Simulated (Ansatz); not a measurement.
# C₂H₆OSi: small, medium and large basis sets

An exercise on one series of results from a longer session: the logs are not shown, and one member is left open.

Program: Ansatz 0.2.0, Gaussian basis. Level of theory: one geometry, several basis sets. These are calculated values, not measurements.

The runs, in order: PBE0-D4/def2-SVP; ωB97M-V/def2-SVP; PBE0-D4/def2-QZVPP; ωB97M-V/def2-QZVPP; the functionals' def2-TZVPP values are taken from earlier runs.

## The geometry

An earlier PBE0-D4 in a triple-zeta def2 set relaxation fixed the geometry.

10 atoms, charge 0, spin multiplicity 1.

Atoms are counted from 1 here; the program's logs count them from 0.

Bond lengths: C1–C2 1.522 Å, C1–H5 1.095 Å, C1–H6 1.093 Å, C1–H7 1.095 Å, C2–Si3 1.914 Å, C2–H8 1.100 Å, C2–H9 1.101 Å, Si3–O4 1.654 Å, O4–H10 0.963 Å. Angles: C2–C1–H5 111.6°, C2–C1–H6 112.4°, C2–C1–H7 111.6°, H5–C1–H6 106.6°, H5–C1–H7 107.6°, H6–C1–H7 106.6°, C1–C2–Si3 119.6°, C1–C2–H8 110.9°, C1–C2–H9 110.9°, Si3–C2–H8 105.3°, Si3–C2–H9 105.2°, H8–C2–H9 103.6°, C2–Si3–O4 102.3°, Si3–O4–H10 118.6°.

The first run:

Input file in.yaml:

```yaml
crystal:
  periodic: [false, false, false]
  atoms:
    - {symbol: C, position_ang: [0.080032, 0.881368, -0.453338]}
    - {symbol: C, position_ang: [-0.715846, 0.060612, 0.550686]}
    - {symbol: Si, position_ang: [-0.178597, -1.735301, 0.939292]}
    - {symbol: O, position_ang: [1.139482, -1.927535, -0.041575]}
    - {symbol: H, position_ang: [0.087696, 0.412371, -1.442790]}
    - {symbol: H, position_ang: [-0.329362, 1.885898, -0.587385]}
    - {symbol: H, position_ang: [1.120920, 1.006731, -0.137653]}
    - {symbol: H, position_ang: [-0.760240, 0.568173, 1.525956]}
    - {symbol: H, position_ang: [-1.771465, -0.013506, 0.248445]}
    - {symbol: H, position_ang: [1.410378, -1.189913, -0.598735]}
basis:
  gaussian: {orbitals: def2-SVP}
hamiltonian: {xc: pbe0, dispersion: d4}
output: {orbitals: {seedname: orbitals}}
```

On the command line:

```
$ ansatz run in.yaml --threads 4 --pin off --events-out ev --progress --plain --max-ram 10444MiB
```

Steps of the session up to this table: PBE0-D4 in def2-SVP; ωB97M-V in def2-SVP; PBE0-D4 in def2-QZVPP; ωB97M-V in def2-QZVPP.

One of the session's tables, all rows but one given; the rest of the session is left out.

It belongs to the step «Functionals by basis». 

| functional | basis | HOMO (eV) |
| --- | --- | --- |
| PBE0-D4 | def2-SVP | -6.12 |
| PBE0-D4 | def2-TZVPP | -6.20 |
| PBE0-D4 | def2-QZVPP | -6.23 |
| ωB97M-V | def2-SVP | ? |
| ωB97M-V | def2-TZVPP | -8.30 |
| ωB97M-V | def2-QZVPP | -8.33 |

Estimate the missing values for ωB97M-V, def2-SVP.

The run gave: HOMO (eV): -8.19. In the column «HOMO (eV)» it lies between ωB97M-V, def2-TZVPP (-8.30) and PBE0-D4, def2-QZVPP (-6.23).
